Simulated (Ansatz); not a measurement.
# C2H3BrSi: basis-set convergence

The task here is to estimate one member of a computed series from the others.

Program: Ansatz 0.2.0, Gaussian basis. Level of theory: one geometry, several basis sets. These are calculated values, not measurements.

Levels to be run: PBE0-D4/def2-SVP; ωB97M-V/def2-SVP; PBE0-D4/def2-QZVPP; ωB97M-V/def2-QZVPP; the functionals' def2-TZVPP values are taken from earlier runs.

### Structure used throughout

An earlier PBE0-D4 in a triple-zeta def2 set relaxation fixed the geometry.

SMILES `BrC1=C[SiH2]1`, 7 atoms, charge 0, spin multiplicity 1.

Atoms are counted from 1 here; the program's logs count them from 0.

Bond lengths: Br1–C2 1.863 Å, C2–C3 1.325 Å, C2–Si4 1.804 Å, C3–Si4 1.821 Å, C3–H5 1.082 Å, Si4–H6 1.482 Å, Si4–H7 1.482 Å. Angles: Br1–C2–C3 135.4°, Br1–C2–Si4 155.3°, C3–C2–Si4 69.3°, C2–C3–Si4 67.9°, C2–C3–H5 137.4°, Si4–C3–H5 154.8°, C2–Si4–C3 42.9°, C2–Si4–H6 121.5°, C2–Si4–H7 121.5°, C3–Si4–H6 121.5°, C3–Si4–H7 121.5°, H6–Si4–H7 111.7°.

Set-up of the first run:

Input file in.yaml:

```yaml
crystal:
  periodic: [false, false, false]
  atoms:
    - {symbol: Br, position_ang: [-1.413758, -2.317015, 0.409560]}
    - {symbol: C, position_ang: [-0.407043, -0.770946, 0.148828]}
    - {symbol: C, position_ang: [0.833746, -0.395184, 0.421907]}
    - {symbol: Si, position_ang: [-0.114072, 0.919235, -0.408971]}
    - {symbol: H, position_ang: [1.711691, -0.824996, 0.885447]}
    - {symbol: H, position_ang: [-0.642801, 2.083960, 0.338669]}
    - {symbol: H, position_ang: [0.093438, 1.236945, -1.841139]}
basis:
  gaussian: {orbitals: def2-SVP}
hamiltonian: {xc: pbe0, dispersion: d4}
output: {orbitals: {seedname: orbitals}}
```

Command:

```sh
$ ansatz run in.yaml --threads 2 --pin off --events-out ev --progress --plain --max-ram 4352MiB
```

Among the steps run: PBE0-D4 in def2-SVP; ωB97M-V in def2-SVP; PBE0-D4 in def2-QZVPP; ωB97M-V in def2-QZVPP.

One of the session's tables, all rows but one given; the rest of the session is left out.

It belongs to the step «Functionals by basis». 

```
functional       basis  HOMO (eV)
   PBE0-D4    def2-SVP      -7.58
   PBE0-D4  def2-TZVPP      -7.64
   PBE0-D4  def2-QZVPP          ?
   ωB97M-V    def2-SVP      -9.68
   ωB97M-V  def2-TZVPP      -9.75
   ωB97M-V  def2-QZVPP      -9.76
```

**Question.** Estimate the row for PBE0-D4, def2-QZVPP.

As computed: HOMO (eV): -7.65. In the column «HOMO (eV)» it lies between ωB97M-V, def2-SVP (-9.68) and PBE0-D4, def2-TZVPP (-7.64).
